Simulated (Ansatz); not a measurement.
# Pt: the cost of one run

Program: Ansatz 0.2.0. Level of theory: DFT r2SCAN, scalar-relativistic, plane waves, PAW. These are calculated values, not measurements.

### Step 1. The structure to begin with

Symmetry: P6_3/mmc, No. 194, hexagonal system. Conventional cell: a = 2.761 Å, b = 2.761 Å, c = 4.792 Å, α = 90.00°, β = 90.00°, γ = 120.00°. Around Pt (site symmetry -6m2) lie 12 Pt at 2.76 to 2.88 Å.

As a file:

```
CELL_PARAMETERS angstrom
2.76067 0.00000 0.00000
-1.38033 2.39081 0.00000
0.00000 0.00000 4.79213
ATOMIC_POSITIONS crystal
Pt 0.66667 0.33333 0.75000
Pt 0.33333 0.66667 0.25000
```

It goes back to an entry of the Materials Project, which need not be the stable form.

The cell is taken as given, not relaxed at this level.

### Step 2. Zero of energy

Reference values: F = -25073.4531 eV; pressure -6.42 GPa; largest force 0.000 eV/Å; gap on the mesh none (metal). It was computed beforehand with the settings of the runs below.

### Step 3. Next: energy and stress against strain

The cell is strained by ε times the Voigt pattern (0, 0, 0, 0, 1, 0) (xx, yy, zz, yz, xz, xy; engineering shear), with fractional coordinates fixed (clamped ions). The stress on the pattern is the sum of the stress components weighted by it, tension positive.

### Step 4. Point ε = -0.1500

input.yaml

```yaml
crystal:
  lattice:
    - [2.7606656158, 0.0, -0.2070499212]
    - [-1.3803328079, 2.3908065546, 0.1035249606]
    - [-0.35941005, 0.0, 4.792134]
  atoms:
    - { symbol: Pt, position: [0.6666666667, 0.3333333333, 0.75] }
    - { symbol: Pt, position: [0.3333333333, 0.6666666667, 0.25] }
basis:
  ecutwfc: 500
kpoints:
  mp_grid: { grid: [18, 18, 10] }
hamiltonian:
  xc: r2scan
scf:
  occupations: { method: gaussian, width: 0.15 }
output:
  forces: true
  stress: true
  eigenvalues: true
```

Run with:

```sh
$ ansatz run input.yaml --threads 1 --pin off --max-ram 2560MiB --backend cpu --events-out ev --progress --plain --runs-dir out
```

What time and memory should one allow on 1 thread of Intel Xeon at 2.50GHz (Skylake/Cascade Lake), shared host?

About 1.8 min, with a peak of 0.89 GiB.
